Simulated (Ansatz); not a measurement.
# BBrFH₂N (built from SMILES NB(F)Br): search for a transition state

Aim: find the saddle point of a 1,2-elimination that is to form Br2–H4 and break B1–Br2, N3–H4, prove it by its vibrations, and relax downhill on both sides to see what it joins.

The runs use Ansatz 0.2.0, Gaussian basis; PBE0-D4, def2-SVP first, then def2-TZVP.

114 further runs of the same task are left out: 114 set aside as unsound or not needed.

## (1) Where the work starts

The guess: 6 atoms, charge 0, spin multiplicity 1.

Atoms are counted from 1 here; the program's logs count them from 0.

Bond lengths: B1–N3 1.303 Å, B1–F5 1.279 Å, Br2–H4 1.636 Å, N3–H6 1.002 Å. Angles: N3–B1–F5 164.8°, B1–N3–H6 134.4°.

As a file:

| atom | x (Å) | y (Å) | z (Å) |
| --- | --- | --- | --- |
| B1 | 0.4195 | 0.6067 | 0.2043 |
| Br2 | 0.4978 | -0.9399 | -1.8150 |
| N3 | -0.5831 | -0.1142 | 0.6197 |
| H4 | -0.5001 | -0.9451 | -0.5188 |
| F5 | 1.3438 | 1.4831 | 0.0840 |
| H6 | -1.1779 | -0.0906 | 1.4257 |

Distances that are to change: Br2–H4 1.64 Å, B1–Br2 2.54 Å, N3–H4 1.41 Å.

## (2) Relaxing the guess with the reacting distances held

Input file hold/in.yaml:

```yaml
crystal:
  periodic: [false, false, false]
  atoms:
    - {symbol: B, position_ang: [0.419500, 0.606700, 0.204300]}
    - {symbol: Br, position_ang: [0.497800, -0.939900, -1.815000]}
    - {symbol: N, position_ang: [-0.583100, -0.114200, 0.619700]}
    - {symbol: H, position_ang: [-0.500100, -0.945100, -0.518800]}
    - {symbol: F, position_ang: [1.343800, 1.483100, 0.084000]}
    - {symbol: H, position_ang: [-1.177900, -0.090600, 1.425700]}
basis:
  gaussian: {orbitals: def2-SVP}
hamiltonian: {xc: pbe0, dispersion: d4}
relax: {f_tol: 0.04, max_steps: 150, escape_saddle: false, constraints: [{distance: [1, 3]}, {distance: [0, 1]}, {distance: [2, 3]}]}
```

Started as:

```sh
ansatz run in.yaml --threads 4 --pin off --events-out ev --progress --plain --max-ram 9574MiB
```

The log of the run, shortened:

```text
Functional definition: PBE0
  name "PBE0"
  cite "Adamo & Barone, J. Chem. Phys. 110, 6158 (1999) doi:10.1063/1.478522"
  cite "Perdew, Burke & Ernzerhof, Phys. Rev. Lett. 77, 3865 (1996) doi:10.1103/PhysRevLett.77.3865"
  parent pbe
[...]
905 factors; integrals over basis functions are off by at most 5.1e-4 eV
[...]
mean field -74937.52992889 eV, -2753.9034304047 hartree, gradient 9.9e-6 eV, S^2 0.000000; 0 other end points of the search recorded, 0 dependent functions left out
[...]
reference -74937.52995084 eV, -2753.9034312113 hartree; 29, 29 occupied and 55, 55 virtual orbitals, 905 factors
relax step   1: F+E_penalty+E_count = -74937.62638232 eV  Δ(F+E_penalty+E_count) = +0.000e0 eV  max|allowed force component| = 4.067e-1 eV/Å  Δτ_max = 0.0000 Å  (26 SCF iters, accepted)
[...]
relax step   3: F+E_penalty+E_count = -74937.65761994 eV  Δ(F+E_penalty+E_count) = -4.893e-3 eV  max|allowed force component| = 1.022e-1 eV/Å  Δτ_max = 0.0128 Å  (31 SCF iters, accepted)
[...]
relax step   4: F+E_penalty+E_count = -74937.66062766 eV  Δ(F+E_penalty+E_count) = -3.008e-3 eV  max|allowed force component| = 3.676e-2 eV/Å  Δτ_max = 0.0260 Å  (31 SCF iters, accepted)
  distance Br 1 - H 3 held at 1.635838 Å   reaction = -5.0792e-1 eV/Å
  distance B 0 - Br 1 held at 2.544735 Å   reaction = +5.1256e-1 eV/Å
  distance N 2 - H 3 held at 1.411902 Å   reaction = +8.0348e-1 eV/Å
905 factors; integrals over basis functions are off by at most 5.4e-4 eV
mean field -74937.56461384 eV, -2753.9047050528 hartree, gradient 1.6e-5 eV, S^2 0.000000; 1 other end points of the search recorded, 0 dependent functions left out
[...]
reference -74937.56463568 eV, -2753.9047058556 hartree; 29, 29 occupied and 55, 55 virtual orbitals, 905 factors
Total energy: -74937.66064951 eV, -2753.9082342986 hartree
Atom 0 at     0.414036     0.579726     0.178856 Å, force     0.049285    -0.276510    -0.412127 eV/Å
Atom 1 at     0.501774    -0.959726    -1.845512 Å, force     0.280987     0.304899     0.012667 eV/Å
Atom 2 at    -0.598074    -0.122225     0.630191 Å, force     0.069330    -0.460472    -0.661300 eV/Å
Atom 3 at    -0.467308    -0.918696    -0.528256 Å, force    -0.393829     0.449686     1.070930 eV/Å
Atom 4 at     1.326858     1.484038     0.106860 Å, force    -0.036763    -0.027458     0.016167 eV/Å
Atom 5 at    -1.177286    -0.063118     1.457761 Å, force     0.030989     0.009855    -0.026338 eV/Å
Dipole moment:    -0.215223     0.211264     0.542711 e Å
```

Wall time 5 s (4 threads of Arm Neoverse V1, shared host).

Step by step:

| step | energy from step 1 (eV) | largest force component (eV/Å) |
| --- | --- | --- |
| 1 | 0.0000 | 0.4067 |
| 2 | -0.0263 | 0.1664 |
| 3 | -0.0312 | 0.1022 |
| 4 | -0.0342 | 0.0368 |

Close pairs (by a distance rule), those that changed most:

```
  bond  before (Å)  after (Å)  change (Å)
 N3–H6       1.002      1.012      +0.010
 B1–N3       1.303      1.312      +0.009
 B1–F5       1.279      1.287      +0.008
Br2–H4       1.636      1.636      +0.000
```

## (3) Force constants to start from

Input file hessian/in.yaml:

```yaml
crystal:
  periodic: [false, false, false]
  atoms:
    - {symbol: B, position_ang: [0.414036, 0.579726, 0.178856]}
    - {symbol: Br, position_ang: [0.501774, -0.959726, -1.845512]}
    - {symbol: N, position_ang: [-0.598074, -0.122225, 0.630191]}
    - {symbol: H, position_ang: [-0.467308, -0.918696, -0.528256]}
    - {symbol: F, position_ang: [1.326858, 1.484038, 0.106860]}
    - {symbol: H, position_ang: [-1.177286, -0.063118, 1.457761]}
basis:
  gaussian: {orbitals: def2-SVP}
hamiltonian: {xc: pbe0, dispersion: d4}
phonons: {}
scf: {lower_state_search: off}
```

Started as:

```sh
ansatz run in.yaml --threads 4 --pin off --events-out ev --progress --plain --max-ram 9574MiB
```

The log of the run, shortened:

```text
[... 5 set-up lines as earlier in the session ...]
[...]
904 factors; integrals over basis functions are off by at most 5.4e-4 eV
[...]
mean field -74937.56461514 eV, -2753.9047051007 hartree, gradient 3.3e-6 eV, S^2 0.000000; 0 other end points of the search recorded, 0 dependent functions left out
[...]
reference -74937.56463698 eV, -2753.9047059035 hartree; 29, 29 occupied and 55, 55 virtual orbitals, 904 factors
[... from here to the last solve, the lines of the solves are left out (35 solves) ...]
904 factors; integrals over basis functions are off by at most 5.4e-4 eV
mean field -74937.56457426 eV, -2753.9047035985 hartree, gradient 2.7e-6 eV, S^2 0.000000; 0 other end points of the search recorded, 0 dependent functions left out
[...]
WARN: phonons: modes at or below zero, which the zero-point energy, F, S and C_V leave out: 1, the lowest at -1212.60 cm⁻¹. A minimum has none, and a first-order saddle one
Total energy: -74937.66065081 eV, -2753.9082343464 hartree
Atom 0 at     0.414036     0.579726     0.178856 Å, force     0.049267    -0.276527    -0.412122 eV/Å
Atom 1 at     0.501774    -0.959726    -1.845512 Å, force     0.280984     0.304896     0.012667 eV/Å
Atom 2 at    -0.598074    -0.122225     0.630191 Å, force     0.069345    -0.460455    -0.661296 eV/Å
Atom 3 at    -0.467308    -0.918696    -0.528256 Å, force    -0.393834     0.449677     1.070922 eV/Å
Atom 4 at     1.326858     1.484038     0.106860 Å, force    -0.036750    -0.027441     0.016171 eV/Å
Atom 5 at    -1.177286    -0.063118     1.457761 Å, force     0.030988     0.009852    -0.026341 eV/Å
Dipole moment:    -0.215222     0.211264     0.542711 e Å
Vibrations: -1212.60 124.61 379.90 428.73 470.92 497.07 790.88 793.85 982.23 1469.45 1903.71 3695.59 cm⁻¹, zero-point energy 0.715201 eV
Checks for a lower state left out: stability, starts, cluster_reference, orbital_swaps, neighbouring_geometries, increment
```

Run time: 22 s. Hardware: 4 threads of Arm Neoverse V1, shared host.

The structure is not stationary yet, so these wavenumbers are no spectrum; the search needs only the force constants.

## (4) Saddle search in the small basis

The search itself is an outer loop (partitioned rational-function steps, Bofill update of the Hessian). Each step is one single-point run with forces. It stops when the largest force is under 0.04 eV/Å and the followed curvature is negative. The first step's input:

Input file presaddle/in.yaml:

```yaml
crystal:
  periodic: [false, false, false]
  atoms:
    - {symbol: B, position_ang: [0.414036, 0.579726, 0.178856]}
    - {symbol: Br, position_ang: [0.501774, -0.959726, -1.845512]}
    - {symbol: N, position_ang: [-0.598074, -0.122225, 0.630191]}
    - {symbol: H, position_ang: [-0.467308, -0.918696, -0.528256]}
    - {symbol: F, position_ang: [1.326858, 1.484038, 0.106860]}
    - {symbol: H, position_ang: [-1.177286, -0.063118, 1.457761]}
basis:
  gaussian: {orbitals: def2-SVP}
hamiltonian: {xc: pbe0, dispersion: d4}
output: {forces: true}
scf: {lower_state_search: off}
```

Started as:

```sh
ansatz run in.yaml --threads 4 --pin off --events-out ev --progress --plain --max-ram 9574MiB
```

The driver's record:

| step | energy (eV) | largest force (eV/Å) | followed curvature (eV/Å²) |
| --- | --- | --- | --- |
| 1 | -74937.66063 | 1.0709 | -12.18 |
| 2 | -74937.58558 | 0.2430 | -11.42 |
| 3 | -74937.58682 | 0.0909 | -11.09 |
| 4 | -74937.56777 | 0.6259 | -11.16 |
| 5 | -74937.58729 | 0.0912 | -11.15 |
| 6 | -74937.58670 | 0.1888 | -11.17 |
| 7 | -74937.58759 | 0.0151 | -11.18 |

The 7 steps took 4.9 s in all (4 threads of Arm Neoverse V1, shared host).

## (5) Saddle search in triple zeta

A small driver takes partitioned rational-function steps: uphill along one mode, downhill along the rest. It calls the program once a step for energy and forces and updates the Hessian by Bofill's formula. It stops when the largest force is under 0.01 eV/Å and the followed curvature is negative. The first step's input:

Input file saddle/in.yaml:

```yaml
crystal:
  periodic: [false, false, false]
  atoms:
    - {symbol: B, position_ang: [0.410097, 0.670751, 0.296092]}
    - {symbol: Br, position_ang: [0.433019, -1.074186, -1.897079]}
    - {symbol: N, position_ang: [-0.575044, -0.087618, 0.642206]}
    - {symbol: H, position_ang: [-0.401337, -0.854295, -0.535077]}
    - {symbol: F, position_ang: [1.358427, 1.496753, 0.081893]}
    - {symbol: H, position_ang: [-1.225162, -0.151405, 1.411866]}
basis:
  gaussian: {orbitals: def2-TZVP}
hamiltonian: {xc: pbe0, dispersion: d4}
output: {forces: true}
scf: {lower_state_search: off}
```

Started as:

```sh
ansatz run in.yaml --threads 4 --pin off --events-out ev --progress --plain --max-ram 9574MiB
```

The driver's record:

```csv
step,energy (eV),largest force (eV/Å),followed curvature (eV/Å²)
1,-74951.89573,0.2167,-11.18
2,-74951.89945,0.0325,-11.18
3,-74951.89966,0.0286,-11.18
4,-74951.89969,0.0092,-11.01
```

The 4 steps took 5.3 s in all (4 threads of Arm Neoverse V1, shared host).

Geometry at the end of the search:

```
B     0.41404    0.68892    0.31346
Br    0.41212   -1.10550   -1.90859
N    -0.56427   -0.08921    0.62609
H    -0.40247   -0.83442   -0.50899
F     1.35984    1.50959    0.09599
H    -1.21925   -0.16938    1.38193
```

Followed mode, largest move set to 1: H4 (0.44, -0.24, -0.87); B1 (-0.17, 0.36, 0.66); N3 (0.02, 0.30, 0.36); Br2 (-0.24, -0.30, -0.06).

## (6) Vibrations at the point found

Input file vib/in.yaml:

```yaml
crystal:
  periodic: [false, false, false]
  atoms:
    - {symbol: B, position_ang: [0.414039, 0.688925, 0.313457]}
    - {symbol: Br, position_ang: [0.412120, -1.105502, -1.908586]}
    - {symbol: N, position_ang: [-0.564273, -0.089215, 0.626094]}
    - {symbol: H, position_ang: [-0.402469, -0.834424, -0.508990]}
    - {symbol: F, position_ang: [1.359836, 1.509595, 0.095992]}
    - {symbol: H, position_ang: [-1.219252, -0.169379, 1.381933]}
basis:
  gaussian: {orbitals: def2-TZVP}
hamiltonian: {xc: pbe0, dispersion: d4}
phonons: {temperatures: {t_min: 298.15, t_max: 900, t_step: 200}}
```

Started as:

```sh
ansatz run in.yaml --threads 4 --pin off --events-out ev --progress --plain --max-ram 9574MiB
```

The log of the run, shortened:

```text
[... 5 set-up lines as earlier in the session ...]
[...]
981 factors; their error is unknown
[...]
mean field -74951.80625794 eV, -2754.4280758204 hartree, gradient 4.9e-5 eV, S^2 0.000000; 0 other end points of the search recorded, 0 dependent functions left out
[...]
reference -74951.80628506 eV, -2754.4280768169 hartree; 29, 29 occupied and 124, 124 virtual orbitals, 981 factors
[... from here to the last solve, the lines of the solves are left out (35 solves) ...]
981 factors; their error is unknown
mean field -74951.80614885 eV, -2754.4280718114 hartree, gradient 1.3e-6 eV, S^2 0.000000; 0 other end points of the search recorded, 0 dependent functions left out
[...]
reference -74951.80617596 eV, -2754.4280728075 hartree; 29, 29 occupied and 124, 124 virtual orbitals, 981 factors
WARN: phonons: modes at or below zero, which the zero-point energy, F, S and C_V leave out: 1, the lowest at -906.73 cm⁻¹. A minimum has none, and a first-order saddle one
Total energy: -74951.89968983 eV, -2754.4315093788 hartree
Atom 0 at     0.414039     0.688925     0.313457 Å, force    -0.002161    -0.001745     0.000666 eV/Å
Atom 1 at     0.412120    -1.105502    -1.908586 Å, force     0.000097     0.000890     0.000969 eV/Å
Atom 2 at    -0.564273    -0.089215     0.626094 Å, force     0.002629    -0.004655    -0.009164 eV/Å
Atom 3 at    -0.402469    -0.834424    -0.508990 Å, force    -0.001286    -0.001023     0.000410 eV/Å
Atom 4 at     1.359836     1.509595     0.095992 Å, force     0.003811     0.004188     0.000206 eV/Å
Atom 5 at    -1.219252    -0.169379     1.381933 Å, force    -0.003090     0.002346     0.006913 eV/Å
Dipole moment:    -0.213607     0.460712     0.850056 e Å
Vibrations: -906.73 90.23 361.57 429.87 451.66 451.72 696.57 773.27 995.37 1317.74 1991.83 3717.43 cm⁻¹, zero-point energy 0.699102 eV
```

Wall time 43 s (4 threads of Arm Neoverse V1, shared host).

Wavenumbers and character of the modes:

```csv
mode,wavenumber (cm⁻¹),character
1,907i,"changes Br2–H4, N3–H4"
2,90,"not assigned (largely outside the bonds, angles and torsions drawn)"
3,362,"not assigned (largely outside the bonds, angles and torsions drawn)"
4,430,Br–H stretch with bend
5,452,Br–H stretch
6,452,bend
7,697,bend
8,773,"not assigned (largely outside the bonds, angles and torsions drawn)"
9,995,B–F and B–N stretch
10,1318,"not assigned (largely outside the bonds, angles and torsions drawn)"
11,1992,B–N and B–F stretch
12,3717,N–H stretch
```

Vibrational sums (real modes only):

```
T (K)  entropy (J/mol/K)  heat capacity (J/mol/K)
  298               32.9                     40.6
  498               58.2                     57.3
  698               79.1                     66.5
  898               96.6                     72.3
```

## (7) Relaxing after a step of 0.30 Å one way along the mode

Input file downa/in.yaml:

```yaml
crystal:
  periodic: [false, false, false]
  atoms:
    - {symbol: B, position_ang: [0.364369, 0.796529, 0.511647]}
    - {symbol: Br, position_ang: [0.340920, -1.195929, -1.927807]}
    - {symbol: N, position_ang: [-0.559477, 0.002226, 0.733227]}
    - {symbol: H, position_ang: [-0.271562, -0.906498, -0.769123]}
    - {symbol: F, position_ang: [1.389635, 1.493359, 0.036992]}
    - {symbol: H, position_ang: [-1.263885, -0.189687, 1.414964]}
basis:
  gaussian: {orbitals: def2-TZVP}
hamiltonian: {xc: pbe0, dispersion: d4}
relax: {f_tol: 0.005, max_steps: 200}
```

Started as:

```sh
ansatz run in.yaml --threads 4 --pin off --events-out ev --progress --plain --max-ram 9574MiB
```

The log of the run, shortened:

```text
[... 5 set-up lines as earlier in the session ...]
[...]
981 factors; their error is unknown
[...]
mean field -74951.70669013 eV, -2754.4244167709 hartree, gradient 5.3e-5 eV, S^2 0.000000; 0 other end points of the search recorded, 0 dependent functions left out
[...]
reference -74951.70671764 eV, -2754.4244177818 hartree; 29, 29 occupied and 124, 124 virtual orbitals, 981 factors
relax step   1: F+E_penalty+E_count = -74951.79894531 eV  Δ(F+E_penalty+E_count) = +0.000e0 eV  max|allowed force component| = 3.236e0 eV/Å  Δτ_max = 0.0000 Å  (28 SCF iters, accepted)
[...]
981 factors; their error is unknown
[...]
mean field -74952.12795023 eV, -2754.4398977938 hartree, gradient 1.3e-5 eV, S^2 0.000000; 1 other end points of the search recorded, 0 dependent functions left out
[...]
reference -74952.12797906 eV, -2754.4398988535 hartree; 29, 29 occupied and 124, 124 virtual orbitals, 981 factors
Total energy: -74952.20560698 eV, -2754.4427516267 hartree
Atom 0 at     0.458935     1.020521     0.666000 Å, force     0.002034     0.001675    -0.000146 eV/Å
Atom 1 at    -0.065142    -1.756237    -2.091471 Å, force    -0.000308     0.000021    -0.000033 eV/Å
Atom 2 at    -0.415699     0.131540     0.705517 Å, force    -0.003500    -0.003222     0.000246 eV/Å
Atom 3 at    -0.190103    -0.931443    -0.907665 Å, force     0.000707    -0.000770    -0.001093 eV/Å
Atom 4 at     1.396578     1.884226     0.512806 Å, force     0.000485     0.001036     0.000372 eV/Å
Atom 5 at    -1.184570    -0.348607     1.114714 Å, force     0.000581     0.001259     0.000655 eV/Å
Dipole moment:    -0.071676     0.342743     0.518491 e Å
```

Wall time 22 s (4 threads of Arm Neoverse V1, shared host).

Relaxation path:

```
step  energy from step 1 (eV)  largest force component (eV/Å)
   1                   0.0000                          3.2364
   2                  -0.3233                          0.9009
   3                  -0.3670                          0.3055
   4                  -0.3687                          0.5983
   5                  -0.3873                          0.2608
   6                  -0.3971                          0.4504
   7                  -0.4036                          0.2362
   8                  -0.4049                          0.3778
   9                  -0.4064                          0.0433
  10                  -0.4065                          0.0213
  11                  -0.4066                          0.0173
  12                  -0.4066                          0.0035
```

Close pairs (by a distance rule), those that changed most:

| bond | before (Å) | after (Å) | change (Å) |
| --- | --- | --- | --- |
| Br2–H4 | 1.342 | 1.448 | +0.106 |
| B1–F5 | 1.327 | 1.284 | -0.043 |
| B1–N3 | 1.238 | 1.248 | +0.009 |
| N3–H6 | 0.999 | 0.995 | -0.004 |

## (8) Relaxing after a step of 0.30 Å the other way along the mode

Input file downb/in.yaml:

```yaml
crystal:
  periodic: [false, false, false]
  atoms:
    - {symbol: B, position_ang: [0.463710, 0.581320, 0.115267]}
    - {symbol: Br, position_ang: [0.483320, -1.015076, -1.889366]}
    - {symbol: N, position_ang: [-0.569069, -0.180655, 0.518961]}
    - {symbol: H, position_ang: [-0.533375, -0.762350, -0.248858]}
    - {symbol: F, position_ang: [1.330036, 1.525831, 0.154992]}
    - {symbol: H, position_ang: [-1.174620, -0.149070, 1.348902]}
basis:
  gaussian: {orbitals: def2-TZVP}
hamiltonian: {xc: pbe0, dispersion: d4}
relax: {f_tol: 0.005, max_steps: 200}
```

Started as:

```sh
ansatz run in.yaml --threads 4 --pin off --events-out ev --progress --plain --max-ram 9574MiB
```

The log of the run, shortened:

```text
[... 5 set-up lines as earlier in the session ...]
[...]
981 factors; their error is unknown
[...]
mean field -74952.26718047 eV, -2754.4450144108 hartree, gradient 6.7e-5 eV, S^2 0.000000; 0 other end points of the search recorded, 0 dependent functions left out
[...]
reference -74952.26720624 eV, -2754.4450153580 hartree; 29, 29 occupied and 124, 124 virtual orbitals, 981 factors
relax step   1: F+E_penalty+E_count = -74952.36075682 eV  Δ(F+E_penalty+E_count) = +0.000e0 eV  max|allowed force component| = 4.277e0 eV/Å  Δτ_max = 0.0000 Å  (27 SCF iters, accepted)
[...]
981 factors; their error is unknown
[...]
mean field -74954.86816697 eV, -2754.5405989019 hartree, gradient 1.9e-5 eV, S^2 0.000000; 1 other end points of the search recorded, 0 dependent functions left out
[...]
reference -74954.86819241 eV, -2754.5405998366 hartree; 29, 29 occupied and 124, 124 virtual orbitals, 981 factors
Total energy: -74954.95856979 eV, -2754.5439211440 hartree
Atom 0 at     0.463003     0.285097    -0.251063 Å, force     0.001125     0.001038    -0.000276 eV/Å
Atom 1 at     1.003882    -0.499978    -1.929939 Å, force    -0.000662    -0.000465     0.000367 eV/Å
Atom 2 at    -0.593390    -0.242266     0.474145 Å, force    -0.000004     0.000044     0.000522 eV/Å
Atom 3 at    -1.117609    -1.041379     0.168395 Å, force    -0.000299    -0.000496    -0.000546 eV/Å
Atom 4 at     1.131087     1.343073     0.188067 Å, force    -0.000257    -0.000007     0.000211 eV/Å
Atom 5 at    -0.886971     0.155452     1.350293 Å, force     0.000097    -0.000113    -0.000278 eV/Å
Dipole moment:    -0.447726    -0.185088     0.355124 e Å
```

Wall time 19 s (4 threads of Arm Neoverse V1, shared host).

Relaxation path:

```
step  energy from step 1 (eV)  largest force component (eV/Å)
   1                   0.0000                          4.2768
   2                  -0.8488                          2.5619
   3                  -1.6215                          2.1927
   4                  -2.1746                          2.2276
   5                  -2.4534                          1.8329
   6                  -2.5713                          0.5420
   7                  -2.5872                          0.5343
   8                  -2.5970                          0.0876
   9                  -2.5978                          0.0100
  10                  -2.5978                          0.0011
```

Close pairs (by a distance rule), those that changed most:

```csv
bond,before (Å),after (Å),change (Å)
B1–Br2,2.563,1.931,-0.632
B1–F5,1.282,1.326,+0.044
B1–N3,1.345,1.386,+0.040
N3–H4,0.964,1.003,+0.039
N3–H6,1.028,1.006,-0.022
```

## (9) What the saddle joins

| pair | start side (Å) | saddle (Å) | end side (Å) |
| --- | --- | --- | --- |
| Br2–H4 | 3.033 | 1.642 | 1.448 |
| B1–Br2 | 1.931 | 2.856 | 3.948 |
| N3–H4 | 1.003 | 1.367 | 1.945 |

## (10) What came out

```
                       quantity                                       value
                 imaginary mode                                   907i cm⁻¹
    barrier from the start side                                    3.059 eV
      barrier from the end side                                    0.306 eV
             energy of the step                                   +2.753 eV
              pairs that change  Br2–H4 formed, B1–Br2 broken, N3–H4 broken
zero-point energy at the saddle                                    0.699 eV
```

In words: The point has a single imaginary mode (907i cm⁻¹), as a transition state must. The two relaxations end on the structures that were planned. At PBE0-D4/def2-TZVP the electronic barrier is 3.059 eV, about 119 kT at 298 K, and the step runs 2.753 eV uphill. A step off the saddle overshot and began above it in energy, so the link to its end is likely but not proven. Lower complexes than these ends may exist.
